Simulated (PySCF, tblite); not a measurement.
# C7H12OSi: geometry, infrared bands and NMR shifts

Wanted: the infrared bands and NMR shifts of C7H12OSi (`C#C[SiH2]OC/C=C/CC`), by calculation.

Programs: tblite 0.8.0 and PySCF 2.14.0, with density-fitted response routines of our own. Each step states its level of theory. These are calculated values for one molecule in the gas phase, unless marked as measured. Atoms count from 0, in the outputs and in this text.

## (1) The molecule as given

21 atoms, charge 0, multiplicity 1; geometry from: force field or distance geometry start.

Bonds of the start (Å): C0–C1 1.19, C1–Si2 1.89, Si2–O3 1.66, O3–C4 1.40, C4–C5 1.49, C5–C6 1.35, C6–C7 1.51, C7–C8 1.53, C0–H9 1.07, Si2–H10 1.48, Si2–H11 1.48, C4–H12 1.10, C4–H13 1.11, C5–H14 1.10, C6–H15 1.07, C7–H16 1.10, C7–H17 1.09, C8–H18 1.09, C8–H19 1.10, C8–H20 1.09.

## (2) Geometry optimisation with GFN2-xTB

Job settings and geometry (Å):

```
{"job": {"kind": "relax", "xc": "GFN2-xTB", "basis": "xTB"}, "charge": 0, "multiplicity": 1}
C     -5.058200     1.301800    -0.492300
C     -4.310200     0.404900    -0.288300
Si    -3.102700    -1.007900     0.057700
O     -1.603600    -0.464200     0.501900
C     -0.846200     0.273600    -0.422400
C      0.482100     0.554800     0.194200
C      1.670000     0.216100    -0.344300
C      3.000700     0.507100     0.307500
C      3.750400    -0.782900     0.628600
H     -5.748000     2.105800    -0.672700
H     -3.653100    -1.883300     1.120000
H     -2.964800    -1.825100    -1.172600
H     -1.342100     1.233500    -0.635300
H     -0.719800    -0.284600    -1.369600
H      0.454200     1.078200     1.156900
H      1.695700    -0.301500    -1.286100
H      2.867700     1.090800     1.224600
H      3.591900     1.106400    -0.383200
H      3.931600    -1.366800    -0.270100
H      3.186000    -1.399900     1.336700
H      4.709400    -0.539500     1.088000
```

Started as:

```console
$ OMP_NUM_THREADS=1 python probes_run.py task.json out
```

The driver reads the jobs from task.json and runs them one after another.

What it wrote:

```text
step      E/eV     max force
  0    -730.33619    2.598
  1    -730.24785    6.200
  2    -730.42871    0.740
  3    -730.44163    0.710
  4    -730.45655    0.388
  5    -730.47033    0.308
  6    -730.47562    0.280
  7    -730.48843    0.251
  8    -730.49620    0.252
  9    -730.50284    0.145
 10    -730.50667    0.133
 11    -730.51034    0.161
 12    -730.51381    0.198
 13    -730.51693    0.153
 14    -730.51921    0.120
 15    -730.52079    0.112
 16    -730.52190    0.084
 17    -730.52281    0.068
 18    -730.52372    0.069
 19    -730.52480    0.084
 20    -730.52602    0.087
 21    -730.52717    0.089
 22    -730.52816    0.069
 23    -730.52904    0.062
 24    -730.52983    0.077
 25    -730.53048    0.069
 26    -730.53102    0.048
 27    -730.53160    0.051
 28    -730.53228    0.066
 29    -730.53292    0.059
 30    -730.53337    0.045
 31    -730.53367    0.045
 32    -730.53399    0.051
 33    -730.53440    0.069
 34    -730.53483    0.057
 35    -730.53522    0.045
 36    -730.53560    0.045
 37    -730.53601    0.063
 38    -730.53645    0.075
 39    -730.53679    0.053
 40    -730.53701    0.038
 41    -730.53719    0.034
 42    -730.53741    0.046
 43    -730.53769    0.056
 44    -730.53796    0.039
 45    -730.53815    0.039
 46    -730.53827    0.035
 47    -730.53836    0.029
 48    -730.53844    0.025
 49    -730.53852    0.021
 50    -730.53861    0.023
 51    -730.53870    0.029
 52    -730.53881    0.032
 53    -730.53892    0.031
 54    -730.53903    0.022
 55    -730.53912    0.022
 56    -730.53919    0.019
 57    -730.53927    0.022
 58    -730.53937    0.024
 59    -730.53949    0.024
 60    -730.53962    0.028
 61    -730.53975    0.026
 62    -730.53989    0.026
 63    -730.54002    0.019
 64    -730.54011    0.017
 65    -730.54016    0.015
 66    -730.54021    0.014
 67    -730.54026    0.012
 68    -730.54028    0.009
```

Wall time 2.1 s (1 thread of Intel Xeon at 2.50GHz, shared host); peak memory 0.18 GiB.

Step by step: (not every step is listed) (the energy doesn't fall at every step)

| step | energy from step 0 (eV) | largest force (eV/Å) |
| --- | --- | --- |
| 0 | 0.0000 | 2.5981 |
| 1 | 0.0883 | 6.1996 |
| 2 | -0.0925 | 0.7402 |
| 3 | -0.1054 | 0.7103 |
| 4 | -0.1204 | 0.3876 |
| 5 | -0.1341 | 0.3085 |
| 6 | -0.1394 | 0.2795 |
| 7 | -0.1522 | 0.2508 |
| 8 | -0.1600 | 0.2520 |
| 13 | -0.1807 | 0.1532 |
| 18 | -0.1875 | 0.0695 |
| 23 | -0.1929 | 0.0621 |
| 28 | -0.1961 | 0.0662 |
| 33 | -0.1982 | 0.0687 |
| 38 | -0.2003 | 0.0753 |
| 43 | -0.2015 | 0.0560 |
| 48 | -0.2023 | 0.0247 |
| 53 | -0.2027 | 0.0315 |
| 58 | -0.2032 | 0.0242 |
| 63 | -0.2038 | 0.0194 |
| 64 | -0.2039 | 0.0166 |
| 65 | -0.2040 | 0.0149 |
| 66 | -0.2040 | 0.0139 |
| 67 | -0.2041 | 0.0123 |
| 68 | -0.2041 | 0.0095 |

Distances of close pairs at the start and the end, largest changes first:

| bond | before (Å) | after (Å) | change (Å) |
| --- | --- | --- | --- |
| Si2–O3 | 1.655 | 1.619 | -0.037 |
| C1–Si2 | 1.890 | 1.859 | -0.032 |
| Si2–H10 | 1.482 | 1.455 | -0.027 |
| C5–C6 | 1.348 | 1.322 | -0.026 |
| C0–H9 | 1.075 | 1.053 | -0.022 |
| C0–C1 | 1.186 | 1.202 | +0.017 |
| C6–C7 | 1.510 | 1.495 | -0.015 |
| C5–H14 | 1.096 | 1.081 | -0.015 |

The end geometry stands in the next job.

## (3) Infrared spectrum with GFN2-xTB

Job settings and geometry (Å):

```
{"job": {"kind": "ir", "xc": "GFN2-xTB", "basis": "xTB"}, "charge": 0, "multiplicity": 1}
C     -5.059079     1.268742    -0.480400
C     -4.321811     0.342598    -0.269354
Si    -3.124003    -1.040191     0.058898
O     -1.625730    -0.478992     0.305583
C     -0.806357     0.296720    -0.524851
C      0.492401     0.563223     0.169773
C      1.681691     0.265342    -0.324673
C      2.981852     0.510336     0.371331
C      3.719452    -0.803672     0.629379
H     -5.714441     2.072285    -0.662356
H     -3.357865    -1.674476     1.347424
H     -3.193409    -1.924797    -1.112073
H     -1.316381     1.245927    -0.746383
H     -0.634557    -0.225443    -1.474282
H      0.395192     1.008146     1.150533
H      1.758506    -0.196313    -1.301425
H      2.804600     1.025083     1.316830
H      3.607341     1.152275    -0.255646
H      3.892945    -1.333345    -0.304685
H      3.130783    -1.442540     1.283313
H      4.679949    -0.613966     1.102445
```

What it wrote:

```text
mode    cm-1     km/mol
  1      12.3      0.05
  2      22.3      0.04
  3      54.8      0.34
  4      90.3      0.13
  5      97.0      0.35
  6     152.5      3.54
  7     185.8      1.96
  8     196.7      1.63
  9     216.0      2.47
 10     246.6      2.77
 11     318.8     12.58
 12     360.4      6.73
 13     403.7      0.78
 14     493.4     12.87
 15     521.4     94.03
 16     617.6     22.24
 17     644.6     12.17
 18     682.5     20.46
 19     683.5     47.77
 20     730.4     44.04
 21     756.4    300.19
 22     763.7    191.54
 23     823.0      7.09
 24     846.3    230.86
 25     923.5     17.53
 26     971.3     13.49
 27    1012.3     14.05
 28    1039.8      8.34
 29    1082.3      1.34
 30    1110.2    129.94
 31    1139.4    152.22
 32    1152.7     40.84
 33    1209.1      3.09
 34    1236.4      1.33
 35    1265.3      4.47
 36    1284.6      1.13
 37    1324.7      3.99
 38    1349.3      4.79
 39    1408.7      0.71
 40    1473.0      0.17
 41    1478.3      0.75
 42    1499.6      2.59
 43    1504.1      2.39
 44    1737.9      5.60
 45    2191.8    325.00
 46    2209.7     41.03
 47    2321.2    269.51
 48    2860.3     48.89
 49    2905.7     50.50
 50    2951.7     40.91
 51    2991.7     23.55
 52    3034.2     30.11
 53    3037.1     49.52
 54    3042.6     25.90
 55    3048.4     51.55
 56    3073.9     52.96
 57    3349.3      4.00
```

Run time: 3.4 s. Hardware: 1 thread of Intel Xeon at 2.50GHz, shared host; peak memory 0.18 GiB.

Which atoms move in the most intense modes:

| cm⁻¹ | km/mol | atoms |
| --- | --- | --- |
| 521 | 94.0 | H10 39 %, H11 20 %, Si2 14 %, C1 11 % |
| 756 | 300.2 | H11 50 %, H10 32 %, Si2 11 % |
| 764 | 191.5 | H10 30 %, H11 27 % |
| 846 | 230.9 | O3 29 %, Si2 29 %, C4 20 % |
| 1110 | 129.9 | C4 22 %, O3 21 %, C5 19 % |
| 1139 | 152.2 | C4 31 %, O3 28 %, C5 10 % |
| 2192 | 325.0 | H11 93 % |
| 2321 | 269.5 | H10 97 % |

## (4) Shielding tensors: PBE0/pcSseg-1

Settings changed since step 3:

```diff
@@ -1,2 +1,2 @@
-{"job": {"kind": "ir", "xc": "GFN2-xTB", "basis": "xTB"}, "charge": 0, "multiplicity": 1}
+{"job": {"kind": "nmr", "xc": "PBE0", "basis": "pcSseg-1"}, "charge": 0, "multiplicity": 1}
 C     -5.059079     1.268742    -0.480400
```

Method: GIAO PBE0/pcSseg-1 NMR shielding, non-relativistic, gas phase.

What it wrote:

```text
coarse grid: 17752 points
cycle   1  E = -637.8440031794  dE =  1.022e+00  |g| = 7.652e-01  |ddm| = 4.099e+00
cycle   2  E = -637.7277240266  dE =  1.163e-01  |g| = 1.103e+00  |ddm| = 1.635e+00
cycle   3  E = -637.9607295741  dE = -2.330e-01  |g| = 1.579e-01  |ddm| = 1.079e+00
cycle   4  E = -637.9656101563  dE = -4.881e-03  |g| = 4.447e-02  |ddm| = 1.611e-01
cycle   5  E = -637.9659197819  dE = -3.096e-04  |g| = 2.920e-02  |ddm| = 5.408e-02
cycle   6  E = -637.9661286108  dE = -2.088e-04  |g| = 5.983e-03  |ddm| = 2.196e-02
cycle   7  E = -637.9661359643  dE = -7.353e-06  |g| = 2.190e-03  |ddm| = 5.196e-03
final grid: 166056 points
cycle   8  E = -638.0323912761  dE = -3.283e-05  |g| = 1.191e-02  |ddm| = 3.126e-02
cycle   9  E = -638.0323567948  dE =  3.448e-05  |g| = 1.754e-02  |ddm| = 2.181e-02
cycle  10  E = -638.0324214965  dE = -6.470e-05  |g| = 2.635e-03  |ddm| = 1.378e-02
cycle  11  E = -638.0324231282  dE = -1.632e-06  |g| = 4.944e-04  |ddm| = 2.141e-03
cycle  12  E = -638.0324231752  dE = -4.694e-08  |g| = 2.536e-04  |ddm| = 5.376e-04
cycle  13  E = -638.0324231904  dE = -1.523e-08  |g| = 4.523e-05  |ddm| = 1.873e-04
cycle  14  E = -638.0324231908  dE = -3.711e-10  |g| = 2.010e-05  |ddm| = 4.768e-05
converged SCF energy = -638.0324231908

GIAO shielding tensors (ppm)
atom      isotropic    diamagn.    paramagn.     s11        s22        s33       span
  0 C       83.833     259.815    -175.983     -0.830      5.593    246.734    247.564
  1 C       98.665     261.329    -162.664      0.358      6.911    288.726    288.368
  2 Si     401.927     880.491    -478.564    354.366    382.732    468.683    114.317
  3 O      301.688     401.258     -99.570    267.671    306.941    330.453     62.782
  4 C      117.801     246.389    -128.588     93.834    109.635    149.934     56.099
  5 C       49.960     257.159    -207.199    -58.151     70.423    137.608    195.759
  6 C       43.828     258.818    -214.990    -68.282     57.474    142.290    210.572
  7 C      154.865     248.265     -93.401    144.766    149.799    170.028     25.262
  8 C      169.739     245.555     -75.816    159.069    164.400    185.747     26.678
  9 H       29.747      32.619      -2.872     24.867     24.918     39.456     14.589
 10 H       26.787      28.531      -1.744     22.814     25.421     32.125      9.312
 11 H       26.653      28.350      -1.697     22.921     25.506     31.533      8.612
 12 H       26.995      32.481      -5.486     21.977     28.792     30.216      8.239
 13 H       27.739      33.245      -5.507     23.541     27.541     32.133      8.592
 14 H       25.660      34.685      -9.025     22.503     24.742     29.733      7.229
 15 H       25.826      35.722      -9.896     22.905     24.806     29.766      6.860
 16 H       29.658      31.447      -1.790     25.663     29.505     33.805      8.142
 17 H       29.524      29.400       0.124     25.179     28.249     35.144      9.965
 18 H       30.650      28.718       1.932     26.888     28.861     36.201      9.313
 19 H       30.722      29.843       0.879     26.757     29.497     35.912      9.155
 20 H       30.476      25.893       4.582     26.184     27.547     37.696     11.512
```

Wall time 2.8 min (1 thread of Intel Xeon at 2.50GHz, shared host); peak memory 0.97 GiB.

Shifts follow as δ = σ(reference) − σ, with reference shieldings (ppm) from runs at the same level and on the same kind of geometry: ¹H TMS 31.72, ¹³C TMS 186.9, ²⁹Si TMS 349.2, ¹⁷O H2O 336.1. The references are single molecules in the gas phase, so shifts against H2O, NH3, PH3, H3PO4 or CFCl3 are not on the usual liquid scales and can be off by tens of ppm. Atoms listed in one row are averaged.

| atoms | environment | σ (ppm) | δ (ppm) | δ scaled to CDCl3 |
| --- | --- | --- | --- | --- |
| C6 | alkene CH | 43.8 | 143.1 | 137.7 |
| C5 | alkene CH | 50.0 | 137.0 | 131.8 |
| C0 | terminal alkyne carbon | 83.8 | 103.1 | 98.7 |
| C1 | alkyne carbon | 98.7 | 88.3 | 84.2 |
| C4 | allylic sp3 CH2 bonded to O | 117.8 | 69.1 | 65.6 |
| C7 | allylic sp3 CH2 | 154.9 | 32.1 | 29.4 |
| C8 | methyl carbon | 169.7 | 17.2 | 14.9 |
| H14 | hydrogen on an alkene CH | 25.66 | 6.06 | 5.82 |
| H15 | hydrogen on an alkene CH | 25.83 | 5.89 | 5.66 |
| H10, H11 | hydrogen on a silicon bonded to C, O | 26.72 | 5.00 | – |
| H12, H13 | hydrogen on an allylic sp3 CH2 bonded to O | 27.37 | 4.35 | 4.21 |
| H16, H17 | hydrogen on an allylic sp3 CH2 | 29.59 | 2.13 | 2.11 |
| H9 | hydrogen on a terminal alkyne carbon | 29.75 | 1.97 | 1.96 |
| H18, H19, H20 | hydrogen on a methyl carbon | 30.62 | 1.10 | 1.14 |
| Si2 | silicon bonded to C, O, 2 H | 401.9 | -52.8 | – |
| O3 | oxygen bonded to C, Si | 301.7 | 34.4 | – |

The scaled column applies a straight-line fit of computed shieldings to shifts measured in CDCl3 (root-mean-square error 0.16 ppm for H, 1.9 ppm for C).

The run also stored atomic charges by several schemes (e):

| atoms | Mulliken | IAO | Hirshfeld | ESP fit |
| --- | --- | --- | --- | --- |
| C0 | -0.18 | -0.18 | -0.08 | -0.31 |
| C1 | -0.21 | -0.35 | -0.16 | -0.20 |
| Si2 | 0.88 | 1.03 | 0.42 | 0.61 |
| O3 | -0.63 | -0.64 | -0.22 | -0.39 |
| C4 | 0.14 | -0.05 | 0.01 | 0.20 |
| C5 | -0.16 | -0.16 | -0.06 | -0.36 |
| C6 | -0.18 | -0.14 | -0.04 | -0.23 |
| C7 | -0.21 | -0.25 | -0.06 | 0.22 |
| C8 | -0.28 | -0.41 | -0.12 | -0.19 |

Mayer bond orders: C0–C1 2.55, C1–Si2 0.89, Si2–O3 1.01, O3–C4 0.86, C4–C5 1.05, C5–C6 1.88, C6–C7 1.04, C7–C8 1.04.

## (5) What came out

```
                                                              quantity                                            value
                             strongest single infrared mode (GFN2-xTB)                            2192 cm⁻¹, 325 km/mol
                                          zero-point energy (GFN2-xTB)                                   103.1 kcal/mol
                                ¹³C shifts against TMS (PBE0/pcSseg-1)  143.1, 137.0, 103.1, 88.3, 69.1, 32.1, 17.2 ppm
¹H shifts against TMS (PBE0/pcSseg-1, means over atoms taken as alike)     6.06, 5.89, 5.00, 4.35, 2.13, 1.97, 1.10 ppm
                               ²⁹Si shifts against TMS (PBE0/pcSseg-1)                                        -52.8 ppm
                                ¹⁷O shifts against H2O (PBE0/pcSseg-1)                                         34.4 ppm
```

What this shows: The optimisation took 68 steps and gained 0.204 eV; among the close pairs (by a distance rule), Si2–O3 changed most, from 1.655 to 1.619 Å. All 57 modes are real, so the xTB geometry is a minimum. The strongest single mode, at 2192 cm⁻¹, moves mainly H11. GFN2-xTB is a fitted tight-binding method: band positions and strengths are rough. Its intensities can rank the bands wrongly. At PBE0/pcSseg-1: The widest tensor belongs to C1: span 288 ppm, with a paramagnetic part of -163 ppm.
